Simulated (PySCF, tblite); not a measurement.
# C₇H₁₅BO: geometry, infrared bands and NMR shifts

Wanted: the infrared bands and NMR shifts of C₇H₁₅BO (`B/C=C/[C@H](C)OC(C)C`), by calculation.

The runs use tblite 0.8.0 and PySCF 2.14.0, with density-fitted response routines of our own; the level of theory stands in each step. All values are computed, except where a source is named. Atoms count from 0, in the outputs and in this text.

### 1 The starting structure

24 atoms, charge 0, multiplicity 1; geometry from: force field or distance geometry start.

Bonds of the start (Å): B0–C1 1.58, C1–C2 1.33, C2–C3 1.50, C3–C4 1.51, C3–O5 1.38, O5–C6 1.38, C6–C7 1.52, C6–C8 1.51, B0–H9 1.18, B0–H10 1.18, C1–H11 1.07, C2–H12 1.10, C3–H13 1.12, C4–H14 1.13, C4–H15 1.09, C4–H16 1.10, C6–H17 1.10, C7–H18 1.12, C7–H19 1.10, C7–H20 1.11, C8–H21 1.09, C8–H22 1.11, C8–H23 1.12.

### 2 Optimising the geometry with GFN2-xTB

Job settings and geometry (Å):

```
{"job": {"kind": "relax", "xc": "GFN2-xTB", "basis": "xTB"}, "charge": 0, "multiplicity": 1}
B      3.766400     1.124700     0.107700
C      2.450300     0.435100    -0.428700
C      1.701600    -0.163000     0.492900
C      0.422100    -0.859600     0.157000
C      0.682200    -1.722300    -1.050800
O     -0.523300     0.069300    -0.212700
C     -1.661200     0.058600     0.573500
C     -2.880900    -0.250100    -0.273400
C     -1.854500     1.468600     1.076600
H      3.787800     2.305700     0.023800
H      4.477000     0.593000     0.880500
H      2.179600     0.422300    -1.467800
H      2.004600    -0.126500     1.554900
H      0.110700    -1.477500     1.033900
H      0.536100    -1.047400    -1.946400
H      1.705000    -2.095400    -1.106700
H     -0.048000    -2.537700    -1.160300
H     -1.654100    -0.697800     1.377700
H     -3.760800    -0.312500     0.421100
H     -2.985800     0.548700    -1.016000
H     -2.799000    -1.251300    -0.754100
H     -1.315000     1.646800     2.010100
H     -2.926700     1.759300     1.137300
H     -1.425600     2.128700     0.278600
```

Command:

```
$ OMP_NUM_THREADS=1 python probes_run.py task.json out
```

One launch serves the whole session: the jobs run in the order shown.

**Question.** This job is followed by: GFN2-xTB harmonic vibrations, gas phase; GIAO PBE0/pcSseg-1 NMR shielding, non-relativistic, gas phase. What will the session give for the following? strongest single infrared mode (GFN2-xTB); zero-point energy (GFN2-xTB); 13C shifts against TMS (PBE0/pcSseg-1); 1H shifts against TMS (PBE0/pcSseg-1, means over atoms taken as alike); 11B shifts against BF3·OEt2 (PBE0/pcSseg-1); 17O shifts against H2O (PBE0/pcSseg-1).

The runs gave:

| quantity | value |
| --- | --- |
| strongest single infrared mode (GFN2-xTB) | 1644 cm⁻¹, 171 km/mol |
| zero-point energy (GFN2-xTB) | 127.7 kcal/mol |
| 13C shifts against TMS (PBE0/pcSseg-1) | 183.3, 139.9, 84.7, 80.2, 27.2, 26.8, 24.8 ppm |
| 1H shifts against TMS (PBE0/pcSseg-1, means over atoms taken as alike) | 7.77, 7.15, 6.95, 4.21, 3.55, 1.38, 1.33, 1.31 ppm |
| 11B shifts against BF3·OEt2 (PBE0/pcSseg-1) | 71.1 ppm |
| 17O shifts against H2O (PBE0/pcSseg-1) | 85.9 ppm |

Relaxing lowered the energy by 0.867 eV in 190 steps; the close pair that moved most is C4–H14, from 1.131 to 1.087 Å. The lowest mode is imaginary (35i cm⁻¹), so the xTB geometry is not a minimum. The strongest single mode, at 1644 cm⁻¹, moves mainly C2 and C1. Unscaled tight-binding wavenumbers are off by several per cent, some by more. Its intensities can rank the bands wrongly. At PBE0/pcSseg-1: Shielding is most anisotropic at C1 (span 266 ppm, paramagnetic term -207 ppm).
